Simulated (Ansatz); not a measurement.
Working through harmonic frequencies at the relaxed geometry of ClGaHO, SMILES [OH][Ga][Cl]

With the Python package of Ansatz (0.2.0).

Run as a notebook:

```python
import warnings

import ansatz as az
import numpy as np
```

```python
BASIS_SET = "def2-SVP"
XC = "cam_b3lyp"
```

```python
warnings.simplefilter("ignore", az.DeckWarning)
```

```python
geometry_ang = [
    ("O", [0.7989, -0.1013, -0.5823]),
    ("Ga", [-0.3247, -1.0756, 0.4062]),
    ("Cl", [-1.9246, 0.5572, 0.3661]),
    ("H", [1.5059, 0.5595, -0.2103]),
]
mol = az.Crystal.molecule()
for symbol, xyz in geometry_ang:
    mol = mol.atom(symbol, xyz)

calculation = mol.calculation()
calculation = calculation.basis(gaussian=BASIS_SET)
calculation = calculation.functional(XC)
calculation = calculation.spin("collinear", total=1)
symbols = [site.symbol for site in mol.cartesian_sites]
start = np.array([site.position_ang for site in mol.cartesian_sites], dtype=float)
data = calculation.relax(force_tolerance=0.003).run().report
end = np.array(data["positions_ang"])
```

    

```python
print("final positions (A) and the move of each atom")
for symbol, xyz, old in zip(symbols, end, start):
    print(f"{symbol:2s} {xyz[0]:10.5f} {xyz[1]:10.5f} {xyz[2]:10.5f}   {np.linalg.norm(xyz - old):7.4f}")
```

    final positions (A) and the move of each atom
    O     1.19677   -0.32486   -0.32282    0.5250
    Ga   -0.42065   -0.92057    0.13398    0.3276
    Cl   -1.98303    0.54559    0.53275    0.1770
    H     1.26240    0.63964   -0.36421    0.2990

```python
# same settings at the minimum
minimum = az.Crystal.molecule()
for symbol, xyz in zip(symbols, end):
    minimum = minimum.atom(symbol, xyz.tolist())
vibrating = (
    minimum.calculation()
    .basis(gaussian=BASIS_SET)
    .functional(XC)
    .spin("collinear", total=1)
    .phonons(temperatures=(200, 600, 100))
)
vib = vibrating.run().report["vibrations"]
sums = vib["harmonic_sums"]
modes = [m["omega_inv_cm"] for m in sums["modes_at_gamma"] if m["rigid_motion"] == "no"]
for number, w in enumerate(modes, start=1):
    print(f"mode {number:2d} {w:9.1f} 1/cm {w / 8065.544 * 1000:8.2f} meV")
print("imaginary modes:", sum(w < 0 for w in modes), " zero-point energy:", round(sums["zero_point_energy_ev"], 4), "eV")
print("T (K)   F_vib (eV)   S_vib (meV/K)   C_vib (meV/K)")
for row in zip(sums["temperatures_k"], sums["vibrational_free_energy_ev"], vib["entropy_ev_per_k"], vib["heat_capacity_ev_per_k"]):
    print(f"{row[0]:6.1f} {row[1]:11.4f} {1000 * row[2]:13.4f} {1000 * row[3]:15.4f}")
```

    mode  1     151.0 1/cm    18.72 meV
    mode  2     289.9 1/cm    35.94 meV
    mode  3     391.6 1/cm    48.55 meV
    mode  4     686.7 1/cm    85.14 meV
    mode  5     766.4 1/cm    95.02 meV
    mode  6    3843.5 1/cm   476.53 meV
    imaginary modes: 0  zero-point energy: 0.38 eV
    T (K)   F_vib (eV)   S_vib (meV/K)   C_vib (meV/K)
     200.0      0.3693        0.1468          0.2111
     300.0      0.3495        0.2484          0.2893
     400.0      0.3200        0.3387          0.3366
     500.0      0.2821        0.4171          0.3652
     600.0      0.2369        0.4854          0.3835

```python
# all hydrogen replaced by deuterium
heavier = vibrating.phonons(masses={"H": 2.014102}).run().report["vibrations"]["harmonic_sums"]
print("deuterated (1/cm):", " ".join(f"{m['omega_inv_cm']:.0f}" for m in heavier["modes_at_gamma"] if m["rigid_motion"] == "no"))
print("zero-point energy falls by", round(sums["zero_point_energy_ev"] - heavier["zero_point_energy_ev"], 4), "eV")
```

    deuterated (1/cm): 144 219 391 562 689 2798
    zero-point energy falls by 0.0822 eV

Caveats:
- The settings weren't tested for convergence.
- The frequencies are harmonic and unscaled, in a modest basis. The result belongs to the one conformer reached from this start, and soft torsions count as harmonic oscillators.
- The species is open-shell (spin multiplicity 2).
- Finished in 87 s on 1 thread of AMD EPYC 9R45 (Zen 5), on a shared host, peak memory 0.29 GiB.

(Lines on the test bed's own set-up are left out of the output.)
